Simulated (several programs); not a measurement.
# BeSiSb₂ (ordering on zincblende) from semi-empirical methods to plane-wave DFT

BeSiSb₂ as one 4-atom ordering (P-4m2) on the zincblende lattice, relaxed with r2SCAN in Ansatz, was computed with several methods. Space group P-4m2 (No. 115), tetragonal; a = 4.122 Å, c = 5.779 Å in the conventional setting, 24.55 Å³ an atom. Around Be lie 4 Sb at 2.44 Å; around Sb lie 2 Be at 2.44 Å and 2 Si at 2.60 Å; around Si lie 4 Sb at 2.60 Å. (Calculated; spin-unpolarised; the phase may be known or hypothetical.)

Space group P-4m2 (No. 115). a = 4.122 Å, b = 4.122 Å, c = 5.779 Å, α = 90.00°, β = 90.00°, γ = 90.00°

| atom | site | symmetry | x | y | z |
| --- | --- | --- | --- | --- | --- |
| Be | 1a | -4m2 | 0.0000 | 0.0000 | 0.0000 |
| Sb | 2g | 2mm. | 0.0000 | 0.5000 | 0.2262 |
| Si | 1c | -4m2 | 0.5000 | 0.5000 | 0.5000 |

Gaps and times are for a single point on this cell; volume and bulk modulus come from each method's own relaxation or energy curve at fixed shape, which is too stiff where a cell has free coordinates or axes. Times are rough, from shared hosts (Arm Neoverse V1), and each method has its own mesh and cell size. A double dagger marks a value from a curve with shape and coordinates held. PM6 (MOPAC), PM7 (MOPAC), GFN1-xTB (tblite), GFN2-xTB (tblite) treat a cluster of cells at its zone centre, which samples few k points: where these miss a band edge, the gap comes out too large for that reason alone. Gaps from k meshes are read at a limited set of points (mesh, symmetry points, PBE's band edges), so each method's own least gap may be somewhat smaller. xTB and the PM methods were fitted mostly to molecules, and can miss a solid's gap by electronvolts. Minimal bases can be far off for gaps. Times of the plane-wave ladder aren't listed, since it ran on unlike processors and cards. d marks a direct gap, i an indirect one (no mark: not told apart), a dash a value that wasn't computed or didn't pass its checks.

| method | kind | gap (eV) | own volume (Å³/atom) | bulk modulus (GPa) | atoms computed | processor time |
| --- | --- | --- | --- | --- | --- | --- |
| PBEsol | semilocal | – | 24.10 | – | 4 | – |
| light PBE (260 eV and a coarse mesh) | light plane-wave | overlap 0.04 | – | – | 4 | 1.4 s |
| GFN1-xTB (tblite) | tight binding | 0.76 | 24.55‡ | 74‡ | cluster | 2.2 s |
| PM7 (MOPAC) | semi-empirical | 3.15 | – | – | cluster | 3.9 s |
| GFN2-xTB (tblite) | tight binding | 1.12 | – | – | cluster | 4 s |
| PM6 (MOPAC) | semi-empirical | 4.68 | – | – | cluster | 5.5 s |
| PBE/SZV (CP2K) | small basis | 0.92 i | – | – | 4 | 6.2 s |
| PBE/single zeta (GPAW) | small basis | overlap 0.16 | – | – | 4 | 6.6 s |
| LDA | semilocal | overlap 0.14 | 23.53 | – | 4 | – |
| PBE | semilocal | overlap 0.09 | 24.91 | 58‡ | 4 | – |
| PBE/DZVP (CP2K) | small basis | overlap 0.05 | – | – | 4 | 13 s |
| r2SCAN | semilocal | 0.07 i | 24.55 | 64‡ | 4 | – |
| PBE+SOC | semilocal | overlap 0.25 | – | – | 4 | – |
| PBE0 | hybrid | 1.01 i | – | – | 4 | – |
| HSE06 | hybrid | 0.38 i | 24.35 | – | 4 | – |

Against HSE06 (0.38 eV) and with closed or daggered gaps left aside, the nearest gap at the points sampled is that of r2SCAN (-0.31 eV) and the farthest that of PM6 (MOPAC) (+4.30 eV). HSE06 is only a yardstick of convenience, and nearness to it can be luck.

Volumes against r2SCAN's: PBEsol -1.8 %, LDA -4.1 %, PBE +1.5 %, HSE06 -0.8 %.

With PBE the bands overlap or touch, or nearly. Semilocal functionals can close a real gap, so this doesn't show a metal; small gaps of other methods may in turn close between the points read or with spin-orbit coupling, and the solid may be a semimetal.

Only the rows marked +SOC include spin-orbit coupling.
